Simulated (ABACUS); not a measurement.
The system is HPbNO4.

```
CELL_PARAMETERS angstrom
4.19923 0.11117 0.16817
1.91600 3.89132 0.12568
1.76085 1.25259 6.37266
ATOMIC_POSITIONS crystal
H 0.89145 0.68202 0.62796
Pb 0.14426 0.92872 0.88352
N 0.25670 0.28861 0.30171
O 0.83108 0.65056 0.78405
O 0.38694 0.22380 0.11295
O 0.31104 0.03576 0.45856
O 0.07726 0.60633 0.32275
```

The cell was built by a generator and needn't be a form met in nature.

Base run:

| Property | Result |
| --- | --- |
| Program | ABACUS 3.10.1 |
| Functional | PBE |
| Potentials or basis | PseudoDojo NC SR 0.4.1 PBE standard |
| Cutoff | 1143 eV |
| Density cutoff | 4572 eV |
| Basis | plane waves |
| k mesh | 7 × 7 × 5 |
| Occupations | fermi-dirac, width 0.05 eV |
| Spin | no spin polarisation |

Its results: band gap on the k mesh 2.79 eV, indirect (least direct gap 2.81 eV); pressure -0.1 GPa; largest force 0.178 eV/Å.

**Question.** The run is repeated on the same cell with these changes: cutoff from 1143 eV to 1361 eV; density cutoff from 4572 eV to 5442 eV; basis from plane waves to DZP LCAO (the cutoffs set its grid). What comes out?

**Answer.** Band gap on the k mesh 2.76 eV, indirect (least direct gap 2.78 eV); pressure 3.6 GPa; largest force 1.524 eV/Å.

Caveats: spin-orbit coupling is left out, which as a rule narrows the gap of such compounds by several tenths of an eV; an odd mesh through Γ misses points on the zone boundary, where band edges often lie; there are fewer bands than atomic start orbitals, so a level may be missed at k points of high symmetry (some runs); the atomic orbitals were generated for these runs and aren't a published set (some runs); the basis of atomic orbitals isn't converged, which shifts pressures, moduli and gaps (some runs); forces of over 1 eV/Å show positions far from the minimum, so gaps and moduli don't describe the material at rest (some runs).

Not every run made on this cell is shown here.
